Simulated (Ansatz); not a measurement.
# Ta3C2: the cost of one run

Program: Ansatz 0.2.0. Level of theory: DFT r2SCAN, scalar-relativistic, plane waves, PAW. These are calculated values, not measurements.

1 further run of the same task is left out (it didn't finish).

## Step 1: The system as given

Symmetry: R-3m, No. 166, trigonal system. The conventional cell has a = 3.179 Å, b = 3.179 Å, c = 22.108 Å, α = 90.00°, β = 90.00°, γ = 120.00°. Ta (site symmetry -3m) has 6 C at 2.35 Å as nearest neighbours. Ta (site symmetry 3m) is surrounded by 3 C at 2.23 Å. C (site symmetry 3m) is surrounded by 6 Ta at 2.23 to 2.35 Å.

Coordinates:

```cif
data_structure
_symmetry_space_group_name_H-M 'R-3m:H'
_symmetry_Int_Tables_number 166
_cell_length_a 3.1795
_cell_length_b 3.1795
_cell_length_c 22.1079
_cell_angle_alpha 90.000
_cell_angle_beta 90.000
_cell_angle_gamma 120.000
_cell_volume 193.55
loop_
_atom_site_label
_atom_site_type_symbol
_atom_site_symmetry_multiplicity
_atom_site_Wyckoff_symbol
_atom_site_fract_x
_atom_site_fract_y
_atom_site_fract_z
_atom_site_occupancy
Ta1 Ta 3 a 0.00000 0.00000 0.00000 1
Ta2 Ta 6 c 0.00000 0.00000 0.20950 1
C1 C 6 c 0.33333 0.66667 0.06667 1
```

This is candidate A: anti-tetradymite type (R-3m, No. 166).

(A quick probe on a coarse mesh, which set the mesh and smearing, is not shown.)

## Step 3: Coarse relaxation (candidate A)

input.yaml reads:

```yaml
crystal:
  lattice:
    - [1.589748079, 0.9178414813, 7.3692887548]
    - [-1.589748079, 0.9178414813, 7.3692887548]
    - [0.0, -1.8356829627, 7.3692887548]
  atoms:
    - { symbol: Ta, position: [0.0, 0.0, 0.0] }
    - { symbol: Ta, position: [0.2095, 0.2095, 0.2095] }
    - { symbol: Ta, position: [0.7905, 0.7905, 0.7905] }
    - { symbol: C, position: [0.4, 0.4, 0.4] }
    - { symbol: C, position: [0.6, 0.6, 0.6] }
basis:
  ecutwfc: 500
kpoints:
  mp_grid: { grid: [6, 6, 6] }
hamiltonian:
  xc: r2scan
scf:
  occupations: { method: gaussian, width: 0.1 }
  lower_state_search: "off"
output:
  forces: true
  stress: true
  eigenvalues: true
relax:
  adjacent_minimum: "off"
  f_tol: 0.04
  max_steps: 70
  cell: { stress_tol: 0.4 }
```

The run is started by

```sh
> ansatz run input.yaml --threads 1 --pin off --max-ram 3072MiB --backend cpu --events-out ev --progress --plain --runs-dir out
```

What time and memory should one allow on 1 thread of Arm Neoverse V2, shared host?

About 54 s, with a peak of 0.52 GiB.
